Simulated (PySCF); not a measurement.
# AlNH2ClF (SMILES [NH2][Al]([F])[Cl]): levels of theory compared

We compute a comparison of 5 runs (HF/STO-3G, HF/6-31+G*, B3LYP/6-31G*, CCSD(T)/6-31G**) of AlNH2ClF. Input form: a Python script.

The calculation is run with PySCF 2.14.0.

**1. Starting point**

AlNH2ClF has 6 atoms, charge 0, and is taken as a singlet. SMILES: `[NH2][Al]([F])[Cl]`. The shape is that of a PBE0-D4/def2-TZVP optimisation.

Bond lengths: N1–Al2 1.746 Å, Al2–F3 1.641 Å, Al2–Cl4 2.079 Å, N1–H5 1.006 Å, N1–H6 1.006 Å. Angles: N1–Al2–F3 119.8°, N1–Al2–Cl4 121.2°, F3–Al2–Cl4 119.0°, Al2–N1–H5 124.6°, Al2–N1–H6 124.3°, H5–N1–H6 111.1°.

**2. Energy and forces at HF/STO-3G (run 1)**

Contents of input.py:

```python
# [NH2][Al]([F])[Cl]
import pyscf.grad
from pyscf import gto, scf

mol = gto.M(
    atom=[
    ('N', (-0.112300, 0.982600, -0.025800)),
    ('Al', (0.152500, -0.739100, 0.092300)),
    ('F', (1.041800, -1.345500, 1.331100)),
    ('Cl', (-0.641100, -2.049400, -1.313600)),
    ('H', (0.246300, 1.661500, 0.624800)),
    ('H', (-0.645100, 1.426000, -0.754900)),
],
    max_memory=1860,
    verbose=4,
    basis='sto-3g',
    charge=0,
)

mf = scf.RHF(mol)
mf.conv_tol = 1e-10
mf.kernel()
if not mf.converged:
    mf = mf.newton().run(mf.mo_coeff, mf.mo_occ)

etot = mf.e_tot
print(f'total energy: {etot:.8f} hartree')
grad = mf.Gradients().kernel()
dip = mf.dip_moment()
pop, q = mf.mulliken_pop()
```

Command:

```sh
$ OMP_NUM_THREADS=1 python input.py
```

Standard output:

```text
PySCF version 2.14.0

[... 58 lines left out ...]
converged SCF energy = -846.710181043109
total energy: -846.71018104 hartree
[... 11 lines left out ...]
----------------------------------------------
Dipole moment(X, Y, Z, Debye):  0.54647,  2.62881,  1.24846
 ** Mulliken pop  **
pop of  0 N 1s            1.99504
pop of  0 N 2s            1.51767
pop of  0 N 2px           1.62894
pop of  0 N 2py           1.21539
pop of  0 N 2pz           1.30584
pop of  1 Al 1s           1.99941
pop of  1 Al 2s           1.98023
pop of  1 Al 3s           0.76668
pop of  1 Al 2px          1.93700
pop of  1 Al 2py          1.94163
pop of  1 Al 2pz          1.93862
pop of  1 Al 3px          0.34822
pop of  1 Al 3py          0.46923
pop of  1 Al 3pz          0.39048
pop of  2 F 1s            1.99916
pop of  2 F 2s            1.95671
pop of  2 F 2px           1.80452
pop of  2 F 2py           1.89844
pop of  2 F 2pz           1.70201
pop of  3 Cl 1s           1.99997
pop of  3 Cl 2s           1.99898
pop of  3 Cl 3s           1.98692
pop of  3 Cl 2px          1.99833
pop of  3 Cl 2py          1.99667
pop of  3 Cl 2pz          1.99623
pop of  3 Cl 3px          1.90820
pop of  3 Cl 3py          1.82225
pop of  3 Cl 3pz          1.79660
pop of  4 H 1s            0.85044
pop of  5 H 1s            0.85019
 ** Mulliken atomic charges  **
charge of    0N =     -0.66289
charge of    1Al =      1.22849
charge of    2F =     -0.36084
charge of    3Cl =     -0.50414
charge of    4H =      0.14956
charge of    5H =      0.14981
```

Run time: 2.3 s. Hardware: 1 thread of Intel Xeon at 2.70GHz, shared host; peak memory 0.12 GiB.

**3. Energy and forces at HF/6-31+G(d) (spherical functions) (run 2)**

Contents of calc.py:

```python
from pyscf import gto

molecule = gto.M(
    atom='''
N     -0.212216     1.856845    -0.048755
Al     0.288183    -1.396697     0.174422
F      1.968717    -2.542627     2.515414
Cl    -1.211503    -3.872805    -2.482344
H      0.465440     3.139780     1.180701
H     -1.219062     2.694749    -1.426554
''',
    max_memory=1860,
    basis='6-31+g*',
    unit='bohr',
    verbose=4,
)

calc0 = molecule.RHF()
calc0.conv_tol = 1e-10
calc0.kernel()
if not calc0.converged:
    calc0 = calc0.newton().run(calc0.mo_coeff, calc0.mo_occ)

etot = calc0.e_tot
print('Final energy', etot)
grad = calc0.nuc_grad_method().kernel()
dip = calc0.dip_moment()
pop, q = calc0.mulliken_pop()
```

Command:

```sh
$ OMP_NUM_THREADS=1 python calc.py
```

Standard output:

```text
PySCF version 2.14.0

[... 62 lines left out ...]
converged SCF energy = -856.638073789894
Final energy -856.6380737898943
[... 12 lines left out ...]
Dipole moment(X, Y, Z, Debye): -0.40990,  2.64892, -0.18585
[... 52 lines left out ...]
pop of  2 F 4py           0.03386
pop of  2 F 4pz           0.01150
pop of  2 F 3dxy          0.00118
pop of  2 F 3dyz          0.00198
pop of  2 F 3dz^2         0.00245
pop of  2 F 3dxz          0.00264
pop of  2 F 3dx2-y2       0.00113
pop of  3 Cl 1s           1.99967
pop of  3 Cl 2s           1.99838
pop of  3 Cl 3s           1.34163
pop of  3 Cl 4s           0.61693
pop of  3 Cl 5s           0.00617
pop of  3 Cl 2px          1.99383
pop of  3 Cl 2py          1.99360
pop of  3 Cl 2pz          1.99346
pop of  3 Cl 3px          1.22155
pop of  3 Cl 3py          1.20577
pop of  3 Cl 3pz          1.18812
pop of  3 Cl 4px          0.63547
pop of  3 Cl 4py          0.56686
pop of  3 Cl 4pz          0.55314
pop of  3 Cl 5px          0.01112
pop of  3 Cl 5py          0.02169
pop of  3 Cl 5pz          0.01582
pop of  3 Cl 3dxy         0.00211
pop of  3 Cl 3dyz         0.00472
pop of  3 Cl 3dz^2        0.00170
pop of  3 Cl 3dxz         0.00214
pop of  3 Cl 3dx2-y2      0.00124
pop of  4 H 1s            0.48914
pop of  4 H 2s            0.08840
pop of  5 H 1s            0.48977
pop of  5 H 2s            0.08320
 ** Mulliken atomic charges  **
charge of    0N =     -1.11651
charge of    1Al =      1.13156
charge of    2F =     -0.48941
charge of    3Cl =     -0.37512
charge of    4H =      0.42245
charge of    5H =      0.42703
```

Wall time 16 s (1 thread of Intel Xeon at 2.70GHz, shared host); peak memory 0.17 GiB.

**4. Energy and forces at B3LYP/6-31G(d) (spherical functions) (run 3)**

Contents of input.py:

```python
from pyscf import gto, dft

system = gto.Mole()
system.atom = '''
N     -0.212216     1.856845    -0.048755
Al     0.288183    -1.396697     0.174422
F      1.968717    -2.542627     2.515414
Cl    -1.211503    -3.872805    -2.482344
H      0.465440     3.139780     1.180701
H     -1.219062     2.694749    -1.426554
'''
system.spin = 0
system.charge = 0
system.basis = '6-31g*'
system.max_memory = 1860
system.unit = 'bohr'
system.verbose = 3
system.build()

mf = dft.RKS(system)
mf.xc = 'b3lyp'
mf.conv_tol = 1e-10
mf.grids.level = 5
mf.kernel()
if not mf.converged:
    mf = mf.newton().run(mf.mo_coeff, mf.mo_occ)

energy = mf.e_tot
print(f'total energy: {energy:.8f} hartree')
grad = mf.nuc_grad_method().kernel()
dip = mf.dip_moment()
pop, q = mf.mulliken_pop()
```

Command:

```sh
$ OMP_NUM_THREADS=1 python input.py
```

Standard output:

```text
converged SCF energy = -858.59960868923
total energy: -858.59960869 hartree
--------------- RKS gradients ---------------
         x                y                z
0 N     0.0007479864    -0.0025987696     0.0007018917
1 Al    -0.0008722745     0.0009697078    -0.0011731168
2 F    -0.0038036715     0.0028126490    -0.0052170555
3 Cl     0.0030105120     0.0045909527     0.0052814135
4 H    -0.0019042077    -0.0033496977    -0.0034024662
5 H     0.0028139031    -0.0024276295     0.0038365535
----------------------------------------------
Dipole moment(X, Y, Z, Debye): -0.32662,  2.72584, -0.04793
 ** Mulliken pop  **
pop of  0 N 1s            1.99673
pop of  0 N 2s            0.76559
pop of  0 N 3s            0.81461
pop of  0 N 2px           0.88951
pop of  0 N 2py           0.83037
pop of  0 N 2pz           0.82194
pop of  0 N 3px           0.71264
pop of  0 N 3py           0.46602
pop of  0 N 3pz           0.56004
pop of  0 N 3dxy          0.00228
pop of  0 N 3dyz          0.00592
pop of  0 N 3dz^2         0.00043
pop of  0 N 3dxz          0.00380
pop of  0 N 3dx2-y2       0.00134
pop of  1 Al 1s           1.99966
pop of  1 Al 2s           1.99610
pop of  1 Al 3s           0.61445
pop of  1 Al 4s           0.00668
pop of  1 Al 2px          1.98781
pop of  1 Al 2py          1.98976
pop of  1 Al 2pz          1.98843
pop of  1 Al 3px          0.26817
pop of  1 Al 3py          0.44745
pop of  1 Al 3pz          0.30461
pop of  1 Al 4px          0.08454
pop of  1 Al 4py          0.03934
pop of  1 Al 4pz          0.04998
pop of  1 Al 3dxy         0.06594
pop of  1 Al 3dyz         0.08210
pop of  1 Al 3dz^2        0.07237
pop of  1 Al 3dxz         0.03751
pop of  1 Al 3dx2-y2      0.06849
pop of  2 F 1s            1.99723
pop of  2 F 2s            0.92008
pop of  2 F 3s            1.04670
pop of  2 F 2px           1.10272
pop of  2 F 2py           1.12107
pop of  2 F 2pz           1.08955
pop of  2 F 3px           0.72665
pop of  2 F 3py           0.73583
pop of  2 F 3pz           0.70003
pop of  2 F 3dxy          0.00118
pop of  2 F 3dyz          0.00195
pop of  2 F 3dz^2         0.00241
pop of  2 F 3dxz          0.00264
pop of  2 F 3dx2-y2       0.00112
pop of  3 Cl 1s           1.99966
pop of  3 Cl 2s           1.99685
pop of  3 Cl 3s           1.40280
pop of  3 Cl 4s           0.52683
pop of  3 Cl 2px          1.99142
pop of  3 Cl 2py          1.99108
pop of  3 Cl 2pz          1.99092
pop of  3 Cl 3px          1.23345
pop of  3 Cl 3py          1.21518
pop of  3 Cl 3pz          1.19816
pop of  3 Cl 4px          0.61865
pop of  3 Cl 4py          0.54844
pop of  3 Cl 4pz          0.53457
pop of  3 Cl 3dxy         0.00188
pop of  3 Cl 3dyz         0.00397
pop of  3 Cl 3dz^2        0.00167
pop of  3 Cl 3dxz         0.00191
pop of  3 Cl 3dx2-y2      0.00122
pop of  4 H 1s            0.50206
pop of  4 H 2s            0.15595
pop of  5 H 1s            0.50224
pop of  5 H 2s            0.15732
 ** Mulliken atomic charges  **
charge of    0N =     -0.87122
charge of    1Al =      0.89658
charge of    2F =     -0.44916
charge of    3Cl =     -0.25864
charge of    4H =      0.34198
charge of    5H =      0.34045
```

Run time: 23 s. Hardware: 1 thread of Intel Xeon at 2.70GHz, shared host; peak memory 0.67 GiB.

Run 4 isn't shown in full; the table further down has it.

**5. The energy at CCSD(T)/6-31G(d,p) (spherical functions) (run 5)**

Contents of input.py:

```python
# [NH2][Al]([F])[Cl]
from pyscf import gto, cc

mol = gto.M(
    atom=[
    ('N', (-0.112300, 0.982600, -0.025800)),
    ('Al', (0.152500, -0.739100, 0.092300)),
    ('F', (1.041800, -1.345500, 1.331100)),
    ('Cl', (-0.641100, -2.049400, -1.313600)),
    ('H', (0.246300, 1.661500, 0.624800)),
    ('H', (-0.645100, 1.426000, -0.754900)),
],
    verbose=4,
    charge=0,
    spin=0,
    max_memory=1860,
    basis='6-31g**',
)

myscf = mol.RHF()
myscf.conv_tol = 1e-10
myscf.kernel()
if not myscf.converged:
    myscf = myscf.newton().run(myscf.mo_coeff, myscf.mo_occ)

mycc = cc.CCSD(myscf, frozen=12)
mycc.kernel()
e_t = mycc.ccsd_t()
etot = mycc.e_tot + e_t
print(f'total energy: {etot:.8f} hartree')
dip = myscf.dip_moment()
pop, q = myscf.mulliken_pop()
```

Command:

```sh
$ OMP_NUM_THREADS=1 python input.py
```

Standard output:

```text
PySCF version 2.14.0

[... 62 lines left out ...]
converged SCF energy = -856.634657650015
[... 12 lines left out ...]
Init t2, MP2 energy = -857.158529717957  E_corr(MP2) -0.523872067942127
[... 12 lines left out ...]
CCSD converged
[... 2 lines left out ...]
total energy: -857.19495892 hartree
Dipole moment(X, Y, Z, Debye): -0.34394,  2.74204, -0.07156
[... 42 lines left out ...]
pop of  2 F 3dxy          0.00122
pop of  2 F 3dyz          0.00203
pop of  2 F 3dz^2         0.00253
pop of  2 F 3dxz          0.00276
pop of  2 F 3dx2-y2       0.00117
pop of  3 Cl 1s           1.99971
pop of  3 Cl 2s           1.99826
pop of  3 Cl 3s           1.34367
pop of  3 Cl 4s           0.59765
pop of  3 Cl 2px          1.99410
pop of  3 Cl 2py          1.99386
pop of  3 Cl 2pz          1.99372
pop of  3 Cl 3px          1.21851
pop of  3 Cl 3py          1.20267
pop of  3 Cl 3pz          1.18550
pop of  3 Cl 4px          0.65487
pop of  3 Cl 4py          0.58420
pop of  3 Cl 4pz          0.57123
pop of  3 Cl 3dxy         0.00210
pop of  3 Cl 3dyz         0.00470
pop of  3 Cl 3dz^2        0.00168
pop of  3 Cl 3dxz         0.00214
pop of  3 Cl 3dx2-y2      0.00122
pop of  4 H 1s            0.50088
pop of  4 H 2s            0.16635
pop of  4 H 2px           0.00828
pop of  4 H 2py           0.01001
pop of  4 H 2pz           0.01035
pop of  5 H 1s            0.50133
pop of  5 H 2s            0.16814
pop of  5 H 2px           0.01006
pop of  5 H 2py           0.00700
pop of  5 H 2pz           0.01159
 ** Mulliken atomic charges  **
charge of    0N =     -0.90187
charge of    1Al =      1.24568
charge of    2F =     -0.60004
charge of    3Cl =     -0.34978
charge of    4H =      0.30414
charge of    5H =      0.30188
```

Wall time 11 s (1 thread of Intel Xeon at 2.70GHz, shared host); peak memory 0.26 GiB.

**6. Overview of the runs**

| run | level | integration grid | Cartesian functions | energy (Eh) | dipole moment (D) of the reference | HOMO energy (eV) | LUMO energy (eV) | wall time |
| --- | --- | --- | --- | --- | --- | --- | --- | --- |
| 1 | HF/STO-3G | – | no | -846.710181 | 2.96 | -8.74 | 9.31 | 2.3 s |
| 2 | HF/6-31+G* (spherical functions) | – | no | -856.638074 | 2.69 | -11.60 | 0.98 | 16 s |
| 3 | B3LYP/6-31G* (spherical functions) | 5 | no | -858.599609 | 2.75 | -7.49 | -0.75 | 23 s |
| 4 | B3LYP/6-31G* (Cartesian functions) | 5 | yes | -858.607224 | 2.74 | -7.48 | -0.77 | 28 s |
| 5 | CCSD(T)/6-31G** (spherical functions) | – | no | -857.194959 | 2.76 | -11.45 | 2.46 | 11 s |

**7. Outcome**

| quantity | value |
| --- | --- |
| run 5: total energy | -857.19496 Eh |
| run 5: dipole moment (Hartree–Fock density) | 2.76 D |
| run 5: HOMO energy (Hartree–Fock orbitals) | -11.45 eV |
| run 5: LUMO energy (Hartree–Fock orbitals) | 2.46 eV |
| run 5: HOMO–LUMO gap (Hartree–Fock orbitals) | 13.92 eV |
| run 5: correlation energy (12 core orbitals frozen) | -560.3 mEh |
| run 5: (T) correction | -10.91 mEh |
| run 5: T1 diagnostic | 0.012 |

Over runs 1, 2, 3, 4 the dipole moment (its size) runs from 2.69 D (HF/6-31+G*) to 2.96 D (HF/STO-3G). Over runs 1, 2, 3, 4 the HOMO–LUMO gap runs from 6.72 eV (B3LYP/6-31G*) to 18.05 eV (HF/STO-3G). The two ends differ in method and basis. In run 1 the basis is minimal, so the values are rough. All runs together took 80 s, the longest 28 s.
